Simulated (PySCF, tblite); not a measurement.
# C4H7BF2S: geometry, infrared bands and NMR shifts

Wanted: the infrared bands and NMR shifts of C4H7BF2S (`CCS/C=C\B(F)F`), by calculation.

The runs use tblite 0.8.0 and PySCF 2.14.0, with density-fitted response routines of our own; the level of theory stands in each step. All values are computed, except where a source is named. Atoms count from 0, in the outputs and in this text.

## (1) The molecule as given

15 atoms, charge 0, multiplicity 1; geometry from: force field or distance geometry start.

Bonds of the start (Å): C0–C1 1.53, C1–S2 1.82, S2–C3 1.81, C3–C4 1.34, C4–B5 1.57, B5–F6 1.44, B5–F7 1.46, C0–H8 1.10, C0–H9 1.12, C0–H10 1.11, C1–H11 1.11, C1–H12 1.09, C3–H13 1.10, C4–H14 1.10.

## (2) Optimising the geometry with GFN2-xTB

The job: settings as JSON, then the geometry in Å.

```
{"job": {"kind": "relax", "xc": "GFN2-xTB", "basis": "xTB"}, "charge": 0, "multiplicity": 1}
C     -2.126900    -0.515500     0.480900
C     -1.576500    -0.571400    -0.948000
S      0.240300    -0.555000    -0.940300
C      0.850500     1.056900    -0.383600
C      1.946300     1.123700     0.378300
B      2.757200    -0.156600     0.795400
F      1.990500    -1.379000     0.806700
F      4.080900    -0.270400     0.194200
H     -1.421200    -0.914100     1.229000
H     -3.059400    -1.128400     0.481600
H     -2.434400     0.506200     0.775800
H     -1.870700    -1.556500    -1.374700
H     -1.977300     0.253500    -1.539700
H      0.322700     1.982000    -0.660100
H      2.273300     2.132600     0.682700
```

Launch:

```console
> OMP_NUM_THREADS=1 python probes_run.py task.json out
```

The driver reads the jobs from task.json and runs them one after another.

**Question.** This job is followed by: GFN2-xTB harmonic vibrations, gas phase; GIAO PBE0/pcSseg-1 NMR shielding, non-relativistic, gas phase. Predict these results of the whole session: strongest single infrared mode (GFN2-xTB); zero-point energy (GFN2-xTB); ¹³C shifts against TMS (PBE0/pcSseg-1); ¹H shifts against TMS (PBE0/pcSseg-1, means over atoms taken as alike); ³³S shifts against CS2 (PBE0/pcSseg-1); ¹¹B shifts against BF3·OEt2 (PBE0/pcSseg-1); ¹⁹F shifts against CFCl3 (PBE0/pcSseg-1, means over atoms taken as alike); surface potential, 1st and 99th percentile.

**Answer**, as computed:

```
                                                                 quantity                         value
                                strongest single infrared mode (GFN2-xTB)         1568 cm⁻¹, 419 km/mol
                                             zero-point energy (GFN2-xTB)                 67.2 kcal/mol
                                   ¹³C shifts against TMS (PBE0/pcSseg-1)  174.9, 113.0, 37.9, 19.4 ppm
   ¹H shifts against TMS (PBE0/pcSseg-1, means over atoms taken as alike)    7.40, 5.58, 2.63, 1.30 ppm
                                   ³³S shifts against CS2 (PBE0/pcSseg-1)                       133 ppm
                              ¹¹B shifts against BF3·OEt2 (PBE0/pcSseg-1)                      23.0 ppm
¹⁹F shifts against CFCl3 (PBE0/pcSseg-1, means over atoms taken as alike)                     -83.3 ppm
                                    surface potential, 1st and 99th percentile            -1.04 V and 1.35 V
```

The optimisation took 118 steps and gained 1.596 eV; among the close pairs (by a distance rule), B5–F7 changed most, from 1.458 to 1.326 Å. No mode is imaginary among the 39: a minimum at this level. The strongest single mode, at 1568 cm⁻¹, moves mainly C4 and C3. Unscaled tight-binding wavenumbers are off by several per cent, some by more. Its intensities can rank the bands wrongly. At PBE0/pcSseg-1: The widest tensor belongs to S2: span 277 ppm, with a paramagnetic part of -687 ppm. At PBE0/pcSseg-1, counted by nearest atom on the grid, the HOMO lies on S2 52 %; C4 25 %, the LUMO on C3 30 %; B5 22 %.
